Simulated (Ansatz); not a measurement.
The same path of a periodic cell of 63 atoms, Mg32O31 (host MgO, host structure Fm-3m, one O atom removed) was run twice with different band settings. Lost on the way: Mg15–O27, O27–Mg28, O27–Mg32, O27–Mg34. Made: O27–Mg36, O27–Mg42, O27–Mg52, O27–Mg62.

Computed with DFT PBE-D3(BJ), scalar-relativistic, plane waves, PAW (Ansatz 0.2.0). Settings: PAW set soft_1, cutoff 420 eV, k mesh 1x1x1, gaussian smearing 0.05 eV, no spin polarisation.

Relaxed end points:

```xyz
63
Lattice="8.8224 0.0000 0.0000 0.0000 8.8224 0.0000 0.0000 0.0000 8.8224" Properties=species:S:1:pos:R:3
Mg 4.406 0.002 -0.002
O 6.612 2.202 2.205
Mg 6.606 2.201 -0.002
O -0.005 4.403 2.200
Mg 6.610 -0.004 2.203
O -0.006 2.202 4.410
Mg -0.007 0.015 -0.002
O 2.199 2.202 2.204
Mg 2.205 2.201 0.000
O 4.406 4.407 2.205
Mg 4.407 4.401 -0.002
O 6.608 6.613 2.201
Mg 6.591 6.612 -0.001
O -0.006 0.001 2.200
Mg 2.201 -0.003 2.204
O 4.407 2.202 4.411
Mg 4.407 2.202 2.198
O 6.607 4.402 4.410
Mg 6.612 4.406 2.204
Mg 4.406 0.016 4.410
O 6.612 2.202 6.616
Mg 6.592 2.202 4.410
O -0.006 4.403 6.620
Mg 6.610 -0.004 6.616
O -0.006 2.202 -0.001
Mg -0.006 4.387 -0.001
O 2.205 6.613 2.201
Mg 2.219 6.613 0.000
O 4.407 -0.003 2.205
Mg -0.006 2.201 2.185
O 2.204 4.402 4.410
Mg 2.201 4.406 2.205
O 4.406 6.613 4.410
Mg 4.404 6.613 2.186
O 6.608 0.001 4.411
Mg -0.006 0.075 4.411
O 2.200 2.202 6.616
Mg 2.220 2.200 4.410
O 4.406 4.408 6.616
Mg 4.406 4.387 4.410
O 6.606 6.614 6.620
Mg 6.532 6.612 4.409
O -0.006 0.002 6.621
Mg 2.201 -0.003 6.617
O 4.407 2.203 -0.001
Mg 4.406 2.201 6.621
O 6.612 4.408 -0.001
Mg 6.611 4.407 6.616
O -0.005 6.614 -0.002
Mg -0.005 6.613 2.125
O 2.205 0.001 4.410
Mg -0.005 4.327 4.411
O 2.206 6.614 6.621
Mg 2.279 6.613 4.411
O 4.407 -0.003 6.616
Mg -0.006 2.201 6.636
O 2.200 4.408 -0.001
Mg 2.202 4.406 6.618
O 4.405 6.613 -0.001
Mg 4.406 6.613 6.635
O 6.612 -0.003 -0.001
Mg -0.006 6.612 6.694
O 2.201 -0.003 -0.001
```

```xyz
63
Lattice="8.8224 0.0000 0.0000 0.0000 8.8224 0.0000 0.0000 0.0000 8.8224" Properties=species:S:1:pos:R:3
Mg 4.411 0.000 0.000
O 6.617 2.206 2.206
Mg 6.617 2.206 -0.006
O -0.005 4.406 2.206
Mg 6.617 0.020 2.206
O -0.001 2.206 4.412
Mg 0.000 0.000 0.000
O 2.206 2.206 2.206
Mg 2.206 2.206 -0.020
O 4.416 4.406 2.206
Mg 4.411 4.411 0.000
O 6.617 6.617 2.206
Mg 6.617 6.617 -0.020
O -0.005 0.005 2.206
Mg 2.206 0.083 2.206
O 4.412 2.206 4.412
Mg 4.431 2.206 2.206
O 6.617 4.411 4.412
Mg 6.617 4.391 2.206
Mg 4.411 0.000 4.411
O 6.617 2.206 6.617
Mg 6.617 2.206 4.417
O -0.001 4.411 6.617
Mg 6.617 0.006 6.617
O -0.001 2.206 -0.001
Mg 0.000 4.411 0.000
O -0.005 6.617 4.416
Mg 2.206 6.617 -0.083
O 4.416 0.005 2.206
Mg -0.020 2.206 2.206
O 2.206 4.406 4.416
Mg 2.206 4.328 2.206
O 4.416 6.617 4.416
Mg 4.494 6.617 2.206
O 6.617 0.001 4.412
Mg 0.000 0.000 4.411
O 2.206 2.206 6.617
Mg 2.206 2.206 4.431
O 4.412 4.411 6.617
Mg 4.411 4.411 4.411
O 6.617 6.617 6.617
Mg 6.617 6.617 4.431
O -0.001 0.001 6.617
Mg 2.206 0.020 6.617
O 4.412 2.206 -0.001
Mg 4.417 2.206 6.617
O 6.617 4.411 -0.001
Mg 6.617 4.406 6.617
O -0.005 6.617 -0.005
Mg -0.083 6.617 2.206
O 2.206 0.005 4.416
Mg 0.000 4.411 4.411
O 2.206 6.617 6.617
Mg 2.206 6.617 4.494
O 4.412 0.001 6.617
Mg -0.006 2.206 6.617
O 2.206 4.406 -0.005
Mg 2.206 4.391 6.617
O 4.416 6.617 -0.005
Mg 4.431 6.617 6.617
O 6.617 0.001 -0.001
Mg -0.020 6.617 6.617
O 2.206 0.005 -0.005
```

Common settings: spring 5.0 eV/Å²; force threshold 0.05 eV/Å; end points relaxed.

| run | movable images | climbing image | optimiser | start path | iteration limit |
| --- | --- | --- | --- | --- | --- |
| 1 | 3 | yes | fire | straight line | 80 |
| 2 | 6 | from the first iteration | quadratic models (default) | default | 50 |

**Question.** What does each run give, and how far can it be trusted?

**Answer.** Run 1: converged after 40 iterations, highest image 2.493 eV above the first end. Neighbouring images differ by up to 1.3 eV, so the band resolves the path poorly. By the program's own check the climbing image is a first-order saddle point (lowest curvatures found: -4.66 and 1.38 eV/Å²).
Run 2: converged after 7 iterations, highest image 2.520 eV above the first end. Neighbouring images differ by up to 1.2 eV, so the band resolves the path poorly. The order of the stationary point at the top wasn't checked.
Limits of this set-up: coarse k mesh, no spin, though dangling bonds at a vacancy may carry it.
